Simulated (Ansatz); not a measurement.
# CaC: from a guess to a relaxed structure

The task: take a trial cell of CaC to zero force and stress.

Computed with Ansatz 0.2.0 (DFT PBE, scalar-relativistic, plane waves, PAW, unless a step's input says otherwise).

## (1) The starting structure

The structure is cubic, space group Pm-3m (No. 221). The conventional cell has a = 3.162 Å, b = 3.162 Å, c = 3.162 Å, α = 90.00°, β = 90.00°, γ = 90.00°. Ca (site symmetry m-3m) has 8 C at 2.74 Å as nearest neighbours. Around C (site symmetry m-3m) lie 8 Ca at 2.74 Å.

As a file:

```cif
data_structure
_symmetry_space_group_name_H-M 'Pm-3m'
_symmetry_Int_Tables_number 221
_cell_length_a 3.1619
_cell_length_b 3.1619
_cell_length_c 3.1619
_cell_angle_alpha 90.000
_cell_angle_beta 90.000
_cell_angle_gamma 90.000
_cell_volume 31.61
loop_
_atom_site_label
_atom_site_type_symbol
_atom_site_symmetry_multiplicity
_atom_site_Wyckoff_symbol
_atom_site_fract_x
_atom_site_fract_y
_atom_site_fract_z
_atom_site_occupancy
Ca1 Ca 1 a 0.00000 0.00000 0.00000 1
C1 C 1 b 0.50000 0.50000 0.50000 1
```

Recipe of the guess: random cell by space group and Wyckoff sites (Pm-3m, No. 221). Lengths come from tabulated atomic sizes and are only a guess.

## (2) The guess as it stands, on a coarse mesh

Contents of input.yaml:

```yaml
crystal:
  lattice:
    - [3.16188324, 0.0, 0.0]
    - [0.0, 3.16188324, 0.0]
    - [0.0, 0.0, 3.16188324]
  atoms:
    - { symbol: Ca, position: [0.0, 0.0, 0.0] }
    - { symbol: C, position: [0.5, 0.5, 0.5] }
basis:
  ecutwfc: 420
kpoints:
  mp_grid: { grid: [6, 6, 6] }
hamiltonian:
  xc: pbe
scf:
  occupations: { method: gaussian, width: 0.1 }
  lower_state_search: "off"
output:
  forces: true
  stress: true
  eigenvalues: true
```

On the command line:

```console
$ ansatz run input.yaml --threads 1 --pin off --max-ram 2048MiB --backend cpu --events-out ev --progress --plain --runs-dir out
```

The session goes on with these runs: rough relaxation on the coarse mesh; relaxation on the finer mesh.

Q: Predict the outcome of this session. Wanted: conventional cell; volume; energy over the elements; gap on the mesh.

**Answer**, as computed:

| quantity | value |
| --- | --- |
| symmetry at the end (tolerance 0.05 Å) | space group Pm-3m (No. 221) |
| conventional cell | a = 3.120 Å, b = 3.120 Å, c = 3.120 Å, α = 90.00°, β = 90.00°, γ = 90.00° |
| volume | 15.18 Å³/atom |
| energy over the elements | +1.08 eV/atom |
| gap on the mesh | none (metal) |

In words: The space group Pm-3m (No. 221) is kept, and the volume per atom shrinks by 3.9 % from the first guess. The formation energy is positive, so the separate elements lie lower. No finished test with a distortion of lower symmetry is shown, so the end may be a saddle point.
